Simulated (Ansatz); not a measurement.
# AlGa (singlet): from Hartree-Fock to the top rungs at distance Al1–Ga2 = 3.254 Å, cc-pVDZ

The task here is to estimate one member of a computed series from the others.

Method: cc-pVDZ, core rule «outside noble gas», up to 19 orbitals frozen; program: Ansatz 0.2.0, Gaussian basis.

The runs, in order: UHF; CCSD(T) on RHF; CCSD(T) on UHF; BCCD(T) on RHF; CISD; CCSDT(Q) on RHF; CCSDT(Q) on UHF; CCSDTQ on RHF; CASSCF and MRCISD+Q, 2 electrons in 2 orbitals; CASSCF and NEVPT2, 2 electrons in 2 orbitals; CASSCF and MRCISD+Q, 6 electrons in 8 orbitals; CASSCF and NEVPT2, 6 electrons in 8 orbitals; Full CI.

34 further runs of the same task are left out: 5 for a known fault of the program, 1 for a mislabelled method, 21 that didn't finish, 7 set aside as unsound or not needed.

### What is computed

The geometry derives from a PBE0/def2-TZVP stationary point (not a proven minimum). One bond is set to the value named and the two fragments are kept rigid. No spin-orbit coupling is included. The filled d shell of Ga may be among the frozen orbitals whatever the setting's name suggests; the logs give the count.

2 atoms, charge 0, spin multiplicity 1.

Atoms are counted from 1 here; the program's logs count them from 0.

No contacts short enough for the rule that draws bonds.

The first run:

in.yaml reads:

```yaml
crystal:
  periodic: [false, false, false]
  atoms:
    - {symbol: Al, position_ang: [0.000000, 0.000000, 0.000000]}
    - {symbol: Ga, position_ang: [0.000000, 0.000000, 3.254000]}
basis:
  gaussian: {orbitals: cc-pVDZ}
magnetization: {spin_polarized: true, initial_magnetization: 0}
hamiltonian: {xc: hf}
output: {orbitals: {seedname: orbitals}}
```

The run is started by

```bash
$ ansatz run in.yaml --threads 1 --pin off --events-out ev --progress --plain --max-ram 2393MiB
```

Steps of the session up to this table: UHF; CCSD(T) on RHF; CCSD(T) on UHF; BCCD(T) on RHF; CISD; CCSDT(Q) on RHF; CCSDT(Q) on UHF; CCSDTQ on RHF; CASSCF and MRCISD+Q, 2 electrons in 2 orbitals; CASSCF and NEVPT2, 2 electrons in 2 orbitals; CASSCF and MRCISD+Q, 6 electrons in 8 orbitals; CASSCF and NEVPT2, 6 electrons in 8 orbitals; Full CI.

One table of the session follows, with a row left open; its other results are not shown here.

| method | from FCI (kJ/mol) |
| --- | --- |
| RHF | +318.5 |
| RMP2 | +105.5 |
| CISD | +37.9 |
| RCCSD | +14.4 |
| RCCSD(T) | +5.0 |
| BCCD(T) | +5.0 |
| RCCSDT | +1.6 |
| RCCSDT(Q) | +0.5 |
| RCCSDTQ | ? |
| FCI | 0 |

**Question.** Estimate the row for RCCSDTQ.

**Answer.** from FCI (kJ/mol): +0.1. In the column «from FCI (kJ/mol)» it lies between FCI (0) and RCCSDT(Q) (+0.5).

Left out of the table: CASSCF pair, NEVPT2 pair, MRCISD pair, MRCISD+Q pair, CASSCF valence, NEVPT2 valence, MRCISD valence, MRCISD+Q valence (the active space lost an orbital or holds another state than full CI finds).

Caveats from the session: Left out of the table: UHF, UMP2, UCCSD, UCCSD(T), UCCSDT, UCCSDT(Q) (another determinant or state than the rows shown). Warnings in the runs' records: passed over end.
